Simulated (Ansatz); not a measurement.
# SiC (Moissanite 3C): a point defect seen from the nuclei (Nb on a C site), part 2 of 3

Wanted: the field gradients around Nb on a C site in SiC (Moissanite 3C), cell charge +1, before and after the neighbours move. The cell is a supercell built from a COD entry. Planned: a single point, then a relaxation, then a check of n_extra_bands with xc.

Ansatz 0.2.0; DFT, PBE, plane-wave PAW, default files, scalar-relativistic, as far as a step names no other. Earlier steps stand in the parts before.

## Step 3: Ions relaxed

Edit input.yaml of step 2 so:

```diff
@@ -73 +73,4 @@
   efg: { quadrupole_moments_barn: { Nb: -0.32 }, contact_densities: true }
+relax:
+  f_tol: 0.03
+  max_steps: 40
```

Launch:

```console
ansatz run input.yaml --threads 1 --pin off --max-ram 3072MiB --backend cpu --events-out ev --progress --plain --runs-dir out
```

Output:

```text
Warning: output.stress: scf.convergence.dr2_threshold = 1e-7 eV (the SCF's general default) is looser than the 5.4e-9 eV advised for a printed stress (1e-10 eV for each atom of the cell: 54). What an SCF threshold leaves in a stress goes as its square root, and in the free energy as the threshold itself, and one threshold admits the most on a small cell: of the crystals measured, under no hybrid functional and no lock of the moments, on runs that ended without the residual-converged pass, on stresses that held no estimate of that error, the worst erred by over 100 MPa in a component at 1e-7 eV an atom and by under 5 at 1e-10. Every solve of this run answers to scf.convergence.dr2_threshold, and the tensor of one is reported: a single SCF on the reported geometry and on this run's grids (its basis.xc_grid and basis.ecutrho_ratio typed), with scf.convergence.dr2_threshold at 5.4e-9 eV or tighter, prints it and tightens no other solve. Else set scf.convergence.dr2_threshold to 5.4e-9 eV or tighter. The threshold is an SCF's pass mark: one that does not reach it within its budget of iterations ends unconverged, or closes short of it on a stop that the run arms, and scf.convergence.dr2_threshold's page says what that costs each kind of run
Warning: RAYON_NUM_THREADS=1 ignored (pool sized by the plan → 1); use --threads N
Nb: output.efg is read without spin–orbit coupling, which moves field gradients at and beside such atoms by some per cent and up to a factor of two; PAW files take it under magnetization.noncollinear and magnetization.spin_orbit
[... 10 set-up lines as earlier in the session ...]
Crystal: 54 atoms, lattice volume = 558.683 Å³
Basis set: ecut = 420 eV, 10969 PW (Γ), exchange–correlation on 128×128×128 points (8 copies of the dense FFT grid, shifted against one another)
Bands: 166, of which v1, the nominal top of the filled ones, is band 112 counted from 1 (111 counted from 0)
[... 2 set-up lines as earlier in the session ...]
k-points: 4 of 27 (time reversal used)
[... 10 set-up lines as earlier in the session ...]
SCF iter   1: F=—  HF=-28242.155024 eV  |F-HF|=—  |Δ(HF+E_count)|=         —  Δρ=1.02e-2  dr2=6.25e-1  ethr=1.77e-3  ⟨swp⟩=6.0  Hψ=3048  notcnv=0  defer=64
preconditioner: auto → Resta (q_TF=auto, 2.343 Å⁻¹)  ε∞=5.0  [insulator: Δε(μ)=0.066 eV  Ē_g=11.582 eV  σ=0.010 eV  W_gap=0.59  n_scr=112 (ndim 8)  ℏωp=23.1 eV  f_vac=0.000  D(μ)=47.27/eV (n_scr^D=536)  ε∞_Penn≈5.0]
SCF iter   2: F=—  HF=-28242.048199 eV  |F-HF|=—  |Δ(HF+E_count)|=   1.07e-1  Δρ=5.70e-3  dr2=2.25e-1  ethr=2.79e-4  ⟨swp⟩=1.8  Hψ=786  notcnv=0  defer=174
SCF iter   3: F=—  HF=-28242.007235 eV  |F-HF|=—  |Δ(HF+E_count)|=   4.10e-2  Δρ=7.48e-4  dr2=6.52e-3  ethr=1.00e-4  ⟨swp⟩=2.0  Hψ=958  notcnv=0  defer=185
SCF iter   4: F=—  HF=-28242.007064 eV  |F-HF|=—  |Δ(HF+E_count)|=   1.71e-4  Δρ=1.93e-4  dr2=2.68e-4  ethr=2.91e-6  ⟨swp⟩=2.8  Hψ=941  notcnv=0  defer=185
iter 5 did not close the SCF: its close was put off for the readings that it lacked (scf_convergence_deferred on its scf_iter line)
SCF iter   5: F=-28242.007049 eV  HF=-28242.007053 eV  |F-HF|=3.85e-6  |Δ(HF+E_count)|=   1.12e-5  Δρ=4.97e-5  dr2=1.84e-5  ethr=1.20e-7  ⟨swp⟩=2.0  Hψ=870  notcnv=0  defer=185
SCF iter   6: F=-28242.007055 eV  HF=-28242.007055 eV  |F-HF|=1.34e-7  |Δ(HF+E_count)|=   2.14e-6  Δρ=9.21e-6  dr2=4.10e-7  ethr=8.21e-9  ⟨swp⟩=2.0  Hψ=2014  notcnv=0
SCF 1 converged in 6 iterations: F = -28242.007055 eV  dr2 = 4.10e-7
relax step   1: F+E_penalty+E_count = -28242.00705505 eV  Δ(F+E_penalty+E_count) = +0.000e0 eV  max|allowed force component| = 8.811e0 eV/Å  Δτ_max = 0.0000 Å  (6 SCF iters, dr2 threshold 2.25e-5 eV, accepted)
Initial density: handed on by an earlier stage of this run
Initial wavefunctions: those handed on with the density
SCF iter   1: F=—  HF=-28253.054824 eV  |F-HF|=—  |Δ(HF+E_count)|=         —  Δρ=2.62e-2  dr2=1.16e1  ethr=3.10e-3  ⟨swp⟩=3.5  Hψ=1628  notcnv=0  defer=153
preconditioner: auto → Resta (q_TF=auto, 2.343 Å⁻¹)  ε∞=4.9  [insulator: Δε(μ)=0.151 eV  Ē_g=11.632 eV  σ=0.010 eV  W_gap=0.88  n_scr=112 (ndim 8)  ℏωp=23.1 eV  f_vac=0.000  D(μ)=13.40/eV (n_scr^D=64)  ε∞_Penn≈4.9]
SCF iter   2: F=—  HF=-28251.668305 eV  |F-HF|=—  |Δ(HF+E_count)|=    1.39e0  Δρ=1.39e-2  dr2=2.88e0  ethr=3.10e-3  ⟨swp⟩=2.2  Hψ=806  notcnv=0  defer=168
SCF iter   3: F=—  HF=-28251.221382 eV  |F-HF|=—  |Δ(HF+E_count)|=   4.47e-1  Δρ=1.60e-3  dr2=2.00e-2  ethr=1.29e-3  ⟨swp⟩=2.8  Hψ=968  notcnv=0  defer=179
SCF iter   4: F=—  HF=-28251.217315 eV  |F-HF|=—  |Δ(HF+E_count)|=   4.07e-3  Δρ=3.76e-4  dr2=1.26e-3  ethr=8.92e-6  ⟨swp⟩=2.8  Hψ=1253  notcnv=0  defer=185
SCF iter   5: F=—  HF=-28251.217099 eV  |F-HF|=—  |Δ(HF+E_count)|=   2.16e-4  Δρ=9.96e-5  dr2=1.03e-4  ethr=5.61e-7  ⟨swp⟩=2.0  Hψ=929  notcnv=0  defer=185
SCF iter   6: F=-28251.217082 eV  HF=-28251.217083 eV  |F-HF|=8.74e-7  |Δ(HF+E_count)|=   1.62e-5  Δρ=1.86e-5  dr2=2.77e-6  ethr=4.46e-8  ⟨swp⟩=3.0  Hψ=1905  notcnv=0
SCF 2 converged in 6 iterations: F = -28251.217082 eV  dr2 = 2.77e-6
relax step   2: F+E_penalty+E_count = -28251.21708201 eV  Δ(F+E_penalty+E_count) = -9.210e0 eV  max|allowed force component| = 4.293e0 eV/Å  Δτ_max = 0.1994 Å  (6 SCF iters, dr2 threshold 1.00e-4 eV, accepted)
SCF iter   1: F=—  HF=-28255.556515 eV  |F-HF|=—  |Δ(HF+E_count)|=         —  Δρ=2.03e-2  dr2=8.88e0  ethr=3.10e-3  ⟨swp⟩=3.0  Hψ=1743  notcnv=0  defer=97
preconditioner: auto → Resta (q_TF=auto, 2.343 Å⁻¹)  ε∞=5.0  [insulator: Δε(μ)=0.232 eV  Ē_g=11.612 eV  σ=0.010 eV  W_gap=1.00  n_scr=112 (ndim 8)  ℏωp=23.1 eV  f_vac=0.000  D(μ)=0.00/eV (n_scr^D=0)  ε∞_Penn≈5.0]
SCF iter   2: F=—  HF=-28254.709845 eV  |F-HF|=—  |Δ(HF+E_count)|=   8.47e-1  Δρ=9.73e-3  dr2=1.72e0  ethr=3.10e-3  ⟨swp⟩=2.0  Hψ=781  notcnv=0  defer=122
SCF iter   3: F=—  HF=-28254.489598 eV  |F-HF|=—  |Δ(HF+E_count)|=   2.20e-1  Δρ=1.64e-3  dr2=2.85e-2  ethr=7.69e-4  ⟨swp⟩=2.8  Hψ=525  notcnv=0  defer=183
SCF iter   4: F=—  HF=-28254.487591 eV  |F-HF|=—  |Δ(HF+E_count)|=   2.01e-3  Δρ=4.29e-4  dr2=1.32e-3  ethr=1.27e-5  ⟨swp⟩=2.5  Hψ=810  notcnv=0  defer=192
iter 5 did not close the SCF: its close was put off for the readings that it lacked (scf_convergence_deferred on its scf_iter line)
SCF iter   5: F=-28254.487563 eV  HF=-28254.487588 eV  |F-HF|=2.53e-5  |Δ(HF+E_count)|=   2.37e-6  Δρ=9.13e-5  dr2=6.26e-5  ethr=5.88e-7  ⟨swp⟩=2.0  Hψ=924  notcnv=0  defer=192
SCF iter   6: F=-28254.487586 eV  HF=-28254.487587 eV  |F-HF|=1.27e-6  |Δ(HF+E_count)|=   9.63e-7  Δρ=2.49e-5  dr2=3.51e-6  ethr=2.80e-8  ⟨swp⟩=2.0  Hψ=1837  notcnv=0
SCF 3 converged in 6 iterations: F = -28254.487586 eV  dr2 = 3.51e-6
relax step   3: F+E_penalty+E_count = -28254.48758594 eV  Δ(F+E_penalty+E_count) = -3.271e0 eV  max|allowed force component| = 7.226e-1 eV/Å  Δτ_max = 0.1951 Å  (6 SCF iters, dr2 threshold 1.00e-4 eV, accepted)
[... 9 lines left out ...]
relax step   4: F+E_penalty+E_count = -28254.62453227 eV  Δ(F+E_penalty+E_count) = -1.369e-1 eV  max|allowed force component| = 1.549e-1 eV/Å  Δτ_max = 0.0441 Å  (6 SCF iters, dr2 threshold 3.26e-5 eV, accepted)
[... 9 lines left out ...]
relax step   5: F+E_penalty+E_count = -28254.63291691 eV  Δ(F+E_penalty+E_count) = -8.385e-3 eV  max|allowed force component| = 1.331e-2 eV/Å  Δτ_max = 0.0136 Å  (6 SCF iters, dr2 threshold 1.50e-6 eV, accepted)
iter 1 solved again at ethr=7.13e-12 eV; its pass at ethr=3.10e-3 eV (dr2=1.60e-8 eV) is discarded
SCF iter   1: F=—  HF=-28254.633142 eV  |F-HF|=—  |Δ(HF+E_count)|=         —  Δρ=1.85e-6  dr2=1.69e-8  ethr=7.13e-12  ⟨swp⟩=2.2  Hψ=1993  notcnv=0  defer=193
preconditioner: auto → Resta (q_TF=auto, 2.343 Å⁻¹)  ε∞=5.0  [insulator: Δε(μ)=0.317 eV  Ē_g=11.555 eV  σ=0.010 eV  W_gap=0.72  n_scr=112 (ndim 8)  ℏωp=23.1 eV  f_vac=0.000  D(μ)=12.38/eV (n_scr^D=64)  ε∞_Penn≈5.0]
SCF iter   2: F=—  HF=-28254.632917 eV  |F-HF|=—  |Δ(HF+E_count)|=   2.25e-4  Δρ=1.09e-6  dr2=5.49e-9  ethr=7.13e-12  ⟨swp⟩=1.8  Hψ=2017  notcnv=0
iter 3 did not close the SCF: its close was put off for the readings that it lacked (scf_convergence_deferred on its scf_iter line)
SCF iter   3: F=-28254.632917 eV  HF=-28254.632917 eV  |F-HF|=3.27e-10  |Δ(HF+E_count)|=  7.49e-10  Δρ=5.97e-7  dr2=1.75e-9  ethr=2.45e-12  ⟨swp⟩=1.2  Hψ=473  notcnv=0  defer=193
iter 4 did not close the SCF: its close was put off for the readings that it lacked (scf_convergence_deferred on its scf_iter line)
SCF iter   4: F=-28254.632917 eV  HF=-28254.632917 eV  |F-HF|=2.91e-11  |Δ(HF+E_count)|=  5.31e-10  Δρ=1.14e-7  dr2=6.40e-11  ethr=1.00e-12  ⟨swp⟩=2.0  Hψ=753  notcnv=0  defer=193
iter 5 did not close the SCF: its close was put off for the readings that it lacked (scf_convergence_deferred on its scf_iter line)
SCF iter   5: F=-28254.632917 eV  HF=-28254.632917 eV  |F-HF|=7.28e-12  |Δ(HF+E_count)|=  7.28e-12  Δρ=7.40e-8  dr2=2.21e-11  ethr=1.00e-12  ⟨swp⟩=1.0  Hψ=471  notcnv=0  defer=193
iter 6 did not close the SCF: its close was put off for the readings that it lacked (scf_convergence_deferred on its scf_iter line)
SCF iter   6: F=-28254.632917 eV  HF=-28254.632917 eV  |F-HF|=7.28e-12  |Δ(HF+E_count)|=    0.00e0  Δρ=2.59e-8  dr2=2.79e-12  ethr=1.00e-12  ⟨swp⟩=1.0  Hψ=471  notcnv=0  defer=193
SCF iter   7: F=-28254.632917 eV  HF=-28254.632917 eV  |F-HF|=3.64e-12  |Δ(HF+E_count)|=  3.64e-12  Δρ=1.16e-8  dr2=5.15e-13  ethr=1.00e-12  ⟨swp⟩=1.0  Hψ=1151  notcnv=0
SCF 6 converged in 7 iterations: F = -28254.632917 eV  dr2 = 5.15e-13
relax step   6: F+E_penalty+E_count = -28254.63291691 eV  Δ(F+E_penalty+E_count) = -1.208e-9 eV  max|allowed force component| = 1.331e-2 eV/Å  Δτ_max = 0.0000 Å  (7 SCF iters, accepted)
NSCF: frozen V_eff on 4 k-points
the band table was solved once a step of the walk had ended and its energy, with any forces and stress, was formed, with the checks that follow a solve (3606 applications of the Hamiltonian). They found nothing against the state; the energy, forces and stress were not computed again (output.eigenvalues in the input reference)
SCF converged after 7 iterations
Free energy (F): -28254.632917 eV
Harris-Foulkes:  -28254.632917 eV  (|F-HF|=3.64e-12)
Internal energy: -28254.628755 eV  (E = F + TS)
E sigma→0 (E₀):  -28254.630836 eV
Entropy (-TS):   -0.004161 eV (-0.077 meV/atom)
Fermi energy:    11.088401 eV
--- Per-component energies (eV) ---
[... 15 lines left out ...]
--- Forces (eV/Å), atoms counted from 1 ---
  atom   1  Si    -0.00109182    -0.00109182    -0.00109182
  atom   2  Si     0.00109182     0.00109182    -0.00109182
  atom   3  Si     0.00000000    -0.00000000    -0.00022321
  atom   4  Si     0.00109182    -0.00109182     0.00109182
  atom   5  Si     0.00345534    -0.00021681    -0.00021681
  atom   6  Si     0.00021681    -0.00345534    -0.00021681
[... 48 lines left out ...]
  max |Σ_I F_I| component: 3.54e-16 eV/Å
--- Stress (GPa, compression-positive) ---
       12.196346      -0.000000      -0.000000
       -0.000000      12.196346       0.000000
        0.000000       0.000000      12.196346
  P = ⅓ Tr σ = 12.1963 GPa (121.963 kbar)
--- PAW observables at the nuclei: V_zz in 10²¹ V/m², potentials from the cell's mean, atoms counted from 1 ---
  atom   1  Si V_zz =    -2.680313   η = 0.0000   by run symmetry: allowed
            electrostatic potential = -1363.769455 V   contact ρ = 12807.622922 e/Å³
  atom   2  Si V_zz =    -2.680313   η = 0.0000   by run symmetry: allowed
            electrostatic potential = -1363.769455 V   contact ρ = 12807.622922 e/Å³
  atom   3  Si V_zz =    +1.462447   η = 0.8807   by run symmetry: allowed
            electrostatic potential = -1362.692257 V   contact ρ = 12806.972066 e/Å³
  atom   4  Si V_zz =    -2.680313   η = 0.0000   by run symmetry: allowed
            electrostatic potential = -1363.769455 V   contact ρ = 12807.622922 e/Å³
  atom   5  Si V_zz =    -0.693739   η = 0.4547   by run symmetry: allowed
            electrostatic potential = -1362.722601 V   contact ρ = 12806.795520 e/Å³
  atom   6  Si V_zz =    -0.693739   η = 0.4547   by run symmetry: allowed
            electrostatic potential = -1362.722601 V   contact ρ = 12806.795520 e/Å³
  atom   7  Si V_zz =    +1.462447   η = 0.8807   by run symmetry: allowed
            electrostatic potential = -1362.692257 V   contact ρ = 12806.972066 e/Å³
  atom   8  Si V_zz =    -0.693739   η = 0.4547   by run symmetry: allowed
            electrostatic potential = -1362.722601 V   contact ρ = 12806.795520 e/Å³
  atom   9  Si V_zz =    +1.462447   η = 0.8807   by run symmetry: allowed
            electrostatic potential = -1362.692257 V   contact ρ = 12806.972066 e/Å³
  atom  10  Si V_zz =    -2.680313   η = 0.0000   by run symmetry: allowed
            electrostatic potential = -1363.769455 V   contact ρ = 12807.622922 e/Å³
  atom  11  Si V_zz =    -0.693739   η = 0.4547   by run symmetry: allowed
            electrostatic potential = -1362.722601 V   contact ρ = 12806.795520 e/Å³
  atom  12  Si V_zz =    -0.693739   η = 0.4547   by run symmetry: allowed
            electrostatic potential = -1362.722601 V   contact ρ = 12806.795520 e/Å³
  atom  13  Si V_zz =    -0.693739   η = 0.4547   by run symmetry: allowed
            electrostatic potential = -1362.722601 V   contact ρ = 12806.795520 e/Å³
  atom  14  Si V_zz =    +0.000000   η = 0.0000   by run symmetry: forbidden
            electrostatic potential = -1362.812036 V   contact ρ = 12806.836171 e/Å³
  atom  15  Si V_zz =    -0.693739   η = 0.4547   by run symmetry: allowed
            electrostatic potential = -1362.722601 V   contact ρ = 12806.795520 e/Å³
  atom  16  Si V_zz =    -0.693739   η = 0.4547   by run symmetry: allowed
            electrostatic potential = -1362.722601 V   contact ρ = 12806.795520 e/Å³
  atom  17  Si V_zz =    -0.693739   η = 0.4547   by run symmetry: allowed
            electrostatic potential = -1362.722601 V   contact ρ = 12806.795520 e/Å³
  atom  18  Si V_zz =    +0.067118   η = 0.0000   by run symmetry: allowed
            electrostatic potential = -1362.739382 V   contact ρ = 12806.789874 e/Å³
  atom  19  Si V_zz =    +1.462447   η = 0.8807   by run symmetry: allowed
            electrostatic potential = -1362.692257 V   contact ρ = 12806.972066 e/Å³
  atom  20  Si V_zz =    -0.693739   η = 0.4547   by run symmetry: allowed
            electrostatic potential = -1362.722601 V   contact ρ = 12806.795520 e/Å³
  atom  21  Si V_zz =    +1.462447   η = 0.8807   by run symmetry: allowed
            electrostatic potential = -1362.692257 V   contact ρ = 12806.972066 e/Å³
  atom  22  Si V_zz =    -0.693739   η = 0.4547   by run symmetry: allowed
            electrostatic potential = -1362.722601 V   contact ρ = 12806.795520 e/Å³
  atom  23  Si V_zz =    -0.693739   η = 0.4547   by run symmetry: allowed
            electrostatic potential = -1362.722601 V   contact ρ = 12806.795520 e/Å³
  atom  24  Si V_zz =    +0.067118   η = 0.0000   by run symmetry: allowed
            electrostatic potential = -1362.739382 V   contact ρ = 12806.789874 e/Å³
  atom  25  Si V_zz =    +1.462447   η = 0.8807   by run symmetry: allowed
            electrostatic potential = -1362.692257 V   contact ρ = 12806.972066 e/Å³
  atom  26  Si V_zz =    +0.067118   η = 0.0000   by run symmetry: allowed
            electrostatic potential = -1362.739382 V   contact ρ = 12806.789874 e/Å³
  atom  27  Si V_zz =    +0.067118   η = 0.0000   by run symmetry: allowed
            electrostatic potential = -1362.739382 V   contact ρ = 12806.789874 e/Å³
  atom  28  Nb V_zz =    -0.000000   η = 0.0000   by run symmetry: forbidden   C_q = +0.0000 MHz
            electrostatic potential = -6137.940920 V   contact ρ = 540919.909900 e/Å³
  atom  29  C  V_zz =    +0.778959   η = 0.5237   by run symmetry: allowed
            electrostatic potential = -419.054656 V   contact ρ = 867.335586 e/Å³
  atom  30  C  V_zz =    +0.778959   η = 0.5237   by run symmetry: allowed
            electrostatic potential = -419.054656 V   contact ρ = 867.335586 e/Å³
  atom  31  C  V_zz =    +0.778959   η = 0.5237   by run symmetry: allowed
            electrostatic potential = -419.054656 V   contact ρ = 867.335586 e/Å³
  atom  32  C  V_zz =    +0.050403   η = 0.0000   by run symmetry: allowed
            electrostatic potential = -419.353723 V   contact ρ = 866.883363 e/Å³
  atom  33  C  V_zz =    +0.778959   η = 0.5237   by run symmetry: allowed
            electrostatic potential = -419.054656 V   contact ρ = 867.335586 e/Å³
  atom  34  C  V_zz =    +0.778959   η = 0.5237   by run symmetry: allowed
            electrostatic potential = -419.054656 V   contact ρ = 867.335586 e/Å³
  atom  35  C  V_zz =    +0.778959   η = 0.5237   by run symmetry: allowed
            electrostatic potential = -419.054656 V   contact ρ = 867.335586 e/Å³
  atom  36  C  V_zz =    -0.202351   η = 0.0000   by run symmetry: allowed
            electrostatic potential = -419.141114 V   contact ρ = 866.992926 e/Å³
  atom  37  C  V_zz =    +0.778959   η = 0.5237   by run symmetry: allowed
            electrostatic potential = -419.054656 V   contact ρ = 867.335586 e/Å³
  atom  38  C  V_zz =    +0.050403   η = 0.0000   by run symmetry: allowed
            electrostatic potential = -419.353723 V   contact ρ = 866.883363 e/Å³
  atom  39  C  V_zz =    +0.778959   η = 0.5237   by run symmetry: allowed
            electrostatic potential = -419.054656 V   contact ρ = 867.335586 e/Å³
  atom  40  C  V_zz =    +0.050403   η = 0.0000   by run symmetry: allowed
            electrostatic potential = -419.353723 V   contact ρ = 866.883363 e/Å³
  atom  41  C  V_zz =    +0.050403   η = 0.0000   by run symmetry: allowed
            electrostatic potential = -419.353723 V   contact ρ = 866.883363 e/Å³
  atom  42  C  V_zz =    +0.023424   η = 0.5632   by run symmetry: allowed
            electrostatic potential = -419.239053 V   contact ρ = 866.888926 e/Å³
  atom  43  C  V_zz =    +0.778959   η = 0.5237   by run symmetry: allowed
            electrostatic potential = -419.054656 V   contact ρ = 867.335586 e/Å³
  atom  44  C  V_zz =    +0.023424   η = 0.5632   by run symmetry: allowed
            electrostatic potential = -419.239053 V   contact ρ = 866.888926 e/Å³
  atom  45  C  V_zz =    +0.023424   η = 0.5632   by run symmetry: allowed
            electrostatic potential = -419.239053 V   contact ρ = 866.888926 e/Å³
  atom  46  C  V_zz =    +0.778959   η = 0.5237   by run symmetry: allowed
            electrostatic potential = -419.054656 V   contact ρ = 867.335586 e/Å³
  atom  47  C  V_zz =    +0.778959   η = 0.5237   by run symmetry: allowed
            electrostatic potential = -419.054656 V   contact ρ = 867.335586 e/Å³
  atom  48  C  V_zz =    -0.202351   η = 0.0000   by run symmetry: allowed
            electrostatic potential = -419.141114 V   contact ρ = 866.992926 e/Å³
  atom  49  C  V_zz =    +0.778959   η = 0.5237   by run symmetry: allowed
            electrostatic potential = -419.054656 V   contact ρ = 867.335586 e/Å³
  atom  50  C  V_zz =    +0.023424   η = 0.5632   by run symmetry: allowed
            electrostatic potential = -419.239053 V   contact ρ = 866.888926 e/Å³
  atom  51  C  V_zz =    +0.023424   η = 0.5632   by run symmetry: allowed
            electrostatic potential = -419.239053 V   contact ρ = 866.888926 e/Å³
  atom  52  C  V_zz =    -0.202351   η = 0.0000   by run symmetry: allowed
            electrostatic potential = -419.141114 V   contact ρ = 866.992926 e/Å³
  atom  53  C  V_zz =    +0.023424   η = 0.5632   by run symmetry: allowed
            electrostatic potential = -419.239053 V   contact ρ = 866.888926 e/Å³
  atom  54  C  V_zz =    -0.202351   η = 0.0000   by run symmetry: allowed
            electrostatic potential = -419.141114 V   contact ρ = 866.992926 e/Å³
--- Band table (eV) ---
[... 4 lines left out ...]
--- Relaxed structure (6 steps of the walk, 6 accepted, 0 SCFs on fresh bases) ---
  F+E_penalty+E_count = -28254.63291691 eV   max|allowed force component| = 1.331e-2 eV/Å
  atoms:
[... 54 lines left out ...]
--- Löwdin populations: 54 sites ---
  site symbol       q [e]
[... 54 lines left out ...]
  spilling = 0.009960 (of n_electrons = 224.000000)
```

Wall time 4.5 min (1 thread of Arm Neoverse V1, shared host); peak memory 1.1 GiB.

The steps of the relaxation:

```tsv
step	energy change (eV)	largest force component (eV/Å)
1	0.0000	8.811
2	-9.2100	4.293
3	-12.4805	0.723
4	-12.6175	0.155
5	-12.6259	0.013
6	-12.6259	0.013
```

Largest displacement: 0.452 Å (atom 2 and its like, Si); mean 0.053 Å.

The run ends with no gap over 0.1 eV on the mesh, largest force 0.023 eV/Å, pressure 12.2 GPa.

Against step 2 (V_zz in 10²¹ V/m²):

```tsv
site	atoms	V_zz, PBE	V_zz, PBE relaxed	η, PBE	η, PBE relaxed
Nb	28	0.00	0.00	–	–
Si1	1, 2, 4, …	0.58	-2.68	0.00	0.00
C29	29, 30, 31, …	1.44	0.78	0.15	0.52
Si5	5, 6, 8, …	-0.35	-0.69	0.42	0.45
C42	42, 44, 45, …	-0.032	0.023	0.49	0.56
Si3	3, 7, 9, …	1.28	1.46	0.10	0.88
C36	36, 48, 52, …	-0.11	-0.20	0.00	0.00
C32	32, 38, 40, …	-0.090	0.050	0.00	0.00
Si18	18, 24, 26, …	0.060	0.067	0.00	0.00
Si14	14	0.00	0.00	–	–
```

Site by site (atoms counted from 1):

```tsv
site	atoms	distance from the defect (Å)	V_zz (10²¹ V/m²)	η	C_Q (MHz)
Nb	28	0.00	0.00	–	0 (⁹³Nb)
Si1	1, 2, 4, 10	2.34	-2.68	0.00	–
C29	29, 30, 31, 33, …	3.14	0.78	0.52	–
Si5	5, 6, 8, 11, …	3.63	-0.69	0.45	–
C42	42, 44, 45, 50, …	4.36	0.023	0.56	–
Si3	3, 7, 9, 19, …	4.75	1.46	0.88	–
C32	32, 38, 40, 41	5.34	0.050	0.00	–
C36	36, 48, 52, 54	5.34	-0.20	0.00	–
Si14	14	5.66	0.00	–	–
Si18	18, 24, 26, 27	5.66	0.067	0.00	–
```

Direction of the V_zz axis (Cartesian unit vector):

```tsv
site	atom	x	y	z
Si1	1	0.58	0.58	0.58
Si3	3	0.71	0.71	0.00
Si5	5	-0.14	0.70	0.70
Si18	18	0.58	-0.58	-0.58
C29	29	0.35	0.35	0.87
C32	32	-0.58	0.58	0.58
C36	36	0.58	-0.58	-0.58
```

The sizes of the gradients above 0.15 moved by 59 % in the median, over a factor of two at the site that moves most (small gradients counted from 0.15; Si1, 0.58 to -2.68), with a change of sign at Si1.

[end of part 2 of 3]
